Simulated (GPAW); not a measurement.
Crystal: AlN.

```
Al N
1.0
     3.11000    0.00000    0.00000
    -1.55500    2.69334    0.00000
     0.00000    0.00000    4.98000
Al N
2 2
Direct
  0.66667 0.33333 0.00000
  0.33333 0.66667 0.50000
  0.66667 0.33333 0.38200
  0.33333 0.66667 0.88200
```

Program: GPAW 26.7.0. Alike in all runs: no spin polarisation; cell as given; k mesh 7 × 7 × 4; cutoff (eV) 800; smearing fermi-dirac 0.05 eV.

Problem. Order these runs on this cell by their band gap on the k mesh, lowest first.
A. level GLLB-SC; potentials or basis the program's PAW data sets (release 1.2.1) made for this functional, pw
B. level TB-mBJ; potentials or basis GPAW PAW data sets for LDA (gpaw-data 1.2.1), pw
C. level LDA; potentials or basis the program's PAW data sets (release 1.2.1) made for this functional, pw; band path GMKGALHA,LM,KH; band points 60

Solution. C (4.27 eV), A (4.66 eV), B (5.75 eV).

Caveats: a model potential gives levels but no total energy (some runs).

Runs at the PBE level aren't shown here.
